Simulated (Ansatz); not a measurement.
Crystal: Ba2Tl5V3O12.

```xyz
22
Lattice="8.1542 0.0000 0.0000 -4.0771 7.0618 0.0000 0.0000 0.0000 6.9213" Properties=species:S:1:pos:R:3 pbc="T T T"
Ba    0.0000    0.0000    1.6301
Ba    0.0000    0.0000    5.2912
V     4.0771    0.0000    0.0000
V    -2.0386    3.5309    0.0000
V     2.0386    3.5309    0.0000
Tl    4.0771    0.0000    3.4606
Tl   -2.0386    3.5309    3.4606
Tl    2.0386    3.5309    3.4606
Tl    0.0000    4.7079    1.5565
Tl    4.0771    2.3539    5.3648
O     1.3636    2.4246    5.6370
O     1.2955    7.0304    5.6370
O    -2.6592    4.6685    5.6370
O     1.4179    2.3932    1.2843
O     5.4407    4.6372    1.2843
O     5.3726    0.0314    1.2843
O     2.7135    4.6372    1.2843
O     2.7816    0.0314    1.2843
O     6.7363    2.3932    1.2843
O     2.6592    4.6685    5.6370
O    -1.3636    2.4246    5.6370
O    -1.2955    7.0304    5.6370
```

The cell was built by a generator and needn't be a form met in nature.

Base run:

- Program: Ansatz 0.2.0
- Functional: r2SCAN
- Potentials or basis: Ansatz PAW
- Cutoff: 500 eV (not typed: the program's choice for these potentials)
- k mesh: 4 × 4 × 4
- Occupations: fermi-dirac, width 0.05 eV
- Spin: collinear spin, ferromagnetic start
- Starting moments: [0.0, 0.0, 2.0, 2.0, 2.0, 0.0, 0.0, 0.0, 0.0, 0.0, 0.0, 0.0, 0.0, 0.0, 0.0, 0.0, 0.0, 0.0, 0.0, 0.0, 0.0, 0.0] μB

Its results: band gap on the k mesh none (metal or under the smearing width); pressure -2.8 GPa; net moment 0.00 μB per cell; largest force 0.403 eV/Å.

**Question.** The run is repeated on the same cell with these changes: functional from r2SCAN to BLYP; cutoff from 500 eV (not typed: the program's choice for these potentials) to 420 eV (not typed: the program's choice for these potentials). What comes out?

**Answer.** Band gap on the k mesh none (metal or under the smearing width); pressure 3.8 GPa; net moment 0.00 μB per cell; largest force 0.161 eV/Å.

Caveats: spin-orbit coupling is left out, which moves the levels of the heavy elements; semilocal functionals often make such compounds metallic where correlation or magnetic order opens a gap, which also shifts bond lengths; the PAW data sets come from PBE, with cores solved anew for the run's functional, which leaves a small shift of forces and pressure; the starting moments weren't kept; the magnetic or orbital state may not be the lowest (some runs).
